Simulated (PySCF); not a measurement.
# C7H14O: the cost of one run

Computed with PySCF 2.14.0 and routines of our own; the level stands in each step. Atoms count from 0.

## Step 1: The system as given

22 atoms, charge 0, multiplicity 1; geometry from: GFN2-xTB.

## Step 2: Magnetic properties: GIAO HF/pcSseg-1

The job: settings as JSON, then the geometry in Å.

```
{"job": {"kind": "mag", "xc": "HF", "basis": "pcSseg-1", "isotopologues": 2}, "charge": 0, "multiplicity": 1}
C      2.816825    -0.521274     0.335384
C      1.513450    -1.021329    -0.279364
C      0.613081     0.131151    -0.655605
C     -0.286905     0.756349     0.377391
C     -0.483285     2.250102     0.429657
C     -0.872775    -0.060908    -0.746175
O     -1.392490    -1.328232    -0.490438
C     -2.697777    -1.288277     0.034652
H      2.613877     0.075577     1.221688
H      3.453146    -1.356423     0.617967
H      3.358529     0.098459    -0.376057
H      0.988773    -1.667823     0.424691
H      1.730229    -1.614023    -1.171258
H      1.047030     0.803834    -1.387251
H     -0.284629     0.272281     1.347370
H      0.337868     2.720476     0.968483
H     -0.517284     2.666121    -0.574824
H     -1.413391     2.500631     0.937869
H     -1.412412     0.477955    -1.527012
H     -2.726374    -0.768393     0.999229
H     -3.010060    -2.321918     0.168442
H     -3.385838    -0.784951    -0.655686
```

With the program's defaults for keys left out, this is: GIAO HF/pcSseg-1 magnetisability, rotational g tensor and spin-rotation constants, non-relativistic, gas phase.

Run with:

```bash
$ OMP_NUM_THREADS=1 python excited_run.py task.json out
```

This one command runs all jobs of the session in turn.

Q: Estimate the wall time and peak memory of this first job on 1 thread of Arm Neoverse V2, shared host.

About 18 s, with a peak of 1 GiB.
